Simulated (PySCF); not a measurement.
# C2H8BrFSi2: electronic excitations

What electronic excitations should C2H8BrFSi2 (`F[C@@H]([SiH3])[C@H]([SiH3])Br`) show?

Programs: PySCF 2.14.0, with density-fitted response routines of our own. Each step states its level of theory. These are calculated values for one molecule in the gas phase, unless marked as measured. Atoms count from 0, in the outputs and in this text.

## (1) Starting geometry

14 atoms, charge 0, multiplicity 1; geometry from: GFN2-xTB.

Bonds of the start (Å): F0–C1 1.40, C1–Si2 1.93, C1–C3 1.51, C3–Si4 1.92, C3–Br5 1.97, C1–H6 1.10, Si2–H7 1.46, Si2–H8 1.46, Si2–H9 1.46, C3–H10 1.09, Si4–H11 1.46, Si4–H12 1.46, Si4–H13 1.46.

## (2) TDDFT and polarisability: CAM-B3LYP/def2-SVPD

The job: settings as JSON, then the geometry in Å.

```
{"job": {"kind": "uv", "xc": "CAM-B3LYP", "basis": "def2-SVPD", "nstates": 8, "ntriplets": 3}, "charge": 0, "multiplicity": 1}
F      0.038812     1.173175    -1.174785
C      0.518340    -0.008114    -0.604240
Si     2.292167     0.338300     0.068951
C     -0.492047    -0.517835     0.394059
Si    -2.304149    -0.091381    -0.075145
Br    -0.199753     0.242438     2.191527
H      0.538559    -0.723204    -1.437205
H      2.263236     1.628643     0.741185
H      2.629830    -0.776668     0.950921
H      3.163811     0.358027    -1.105666
H     -0.333803    -1.586252     0.534240
H     -2.519958    -0.605195    -1.427142
H     -2.457985     1.352669     0.016028
H     -3.137737    -0.785076     0.905106
```

Method: TDDFT CAM-B3LYP/def2-SVPD, vertical, gas phase, core orbitals frozen in the response.

Run with:

```console
> OMP_NUM_THREADS=1 python probes_run.py task.json out
```

The driver reads the jobs from task.json and runs them one after another.

Predict these results of the whole session: lowest singlet (CAM-B3LYP/def2-SVPD); brightest single state of those computed; lowest triplet; surface potential, 1st and 99th percentile.

**Answer**, as computed:

| quantity | value |
| --- | --- |
| lowest singlet (CAM-B3LYP/def2-SVPD) | 5.75 eV (216 nm), f = 0.008 |
| brightest single state of those computed | state 3, 7.02 eV, f = 0.050 |
| lowest triplet | 5.12 eV |
| surface potential, 1st and 99th percentile | -0.88 V and 1.39 V |

The lowest singlet, at 5.75 eV, is HOMO→LUMO 0.85 and is weak; of the 8 states computed, the strongest absorption comes from state 3 at 7.02 eV. The lowest triplet lies 0.63 eV below the lowest singlet (triplets in Tamm-Dancoff, singlets in full TDDFT).
